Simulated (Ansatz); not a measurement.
# CuAs: the cost of one run

Program: Ansatz 0.2.0. Level of theory: DFT LDA, scalar-relativistic, plane waves, PAW. These are calculated values, not measurements.

### 1 The structure to begin with

It takes space group P6_3/mmc (No. 194, hexagonal). Conventional cell: a = 3.780 Å, b = 3.780 Å, c = 4.858 Å, α = 90.00°, β = 90.00°, γ = 120.00°. Cu (site symmetry -3m) has 2 Cu at 2.43 Å and 6 As at 2.50 Å as nearest neighbours. As (site symmetry -6m2) has 6 Cu at 2.50 Å as nearest neighbours.

Coordinates:

```cif
data_structure
_symmetry_space_group_name_H-M 'P 1'
_symmetry_Int_Tables_number 1
_cell_length_a 3.7797
_cell_length_b 3.7797
_cell_length_c 4.8580
_cell_angle_alpha 90.000
_cell_angle_beta 90.000
_cell_angle_gamma 120.000
_cell_volume 60.10
loop_
_atom_site_label
_atom_site_type_symbol
_atom_site_fract_x
_atom_site_fract_y
_atom_site_fract_z
_atom_site_occupancy
Cu1 Cu 0.00000 0.00000 0.50000 1
Cu2 Cu 0.00000 0.00000 0.00000 1
As1 As 0.66667 0.33333 0.75000 1
As2 As 0.33333 0.66667 0.25000 1
```

It goes back to an entry of the Materials Project.

This cell was relaxed beforehand with the same method: volume 15.03 Å³/atom, gap on the mesh none (metal).

### 2 What is varied

The energy is mapped over volume and the cell's shape.

The axes are (1) volume per atom: 7 values from 13.824 to 16.228 Å³; (2) c/a of the conventional cell: 7 values from 1.071 to 1.542.

Nothing else is relaxed (symmetry fixes all fractional coordinates). Energies count from the relaxed crystal. Points are written as (first, second).

### 3 Point (14.625 Å³, 1.071)

input.yaml reads:

```yaml
crystal:
  lattice:
    - [3.980074464, 0.0, 0.0]
    - [-1.990037232, 3.4468455948, 0.0]
    - [0.0, 0.0, 4.2642517807]
  atoms:
    - { symbol: Cu, position: [0.0, 0.0, 0.5] }
    - { symbol: Cu, position: [0.0, 0.0, 0.0] }
    - { symbol: As, position: [0.6666666667, 0.3333333333, 0.75] }
    - { symbol: As, position: [0.3333333333, 0.6666666667, 0.25] }
basis:
  ecutwfc: 520.0
kpoints:
  mp_grid: { grid: [15, 15, 10] }
hamiltonian:
  xc: lda
scf:
  occupations: { method: gaussian, width: 0.15 }
output:
  forces: true
  stress: true
  eigenvalues: true
```

Run with:

```sh
$ ansatz run input.yaml --threads 2 --pin off --max-ram 4096MiB --backend cpu --events-out ev --progress --plain --runs-dir out
```

**Question.** How long does this run take on 2 threads of Arm Neoverse V1, shared host, and how much memory does it need?

About 14 s, with a peak of 0.61 GiB.
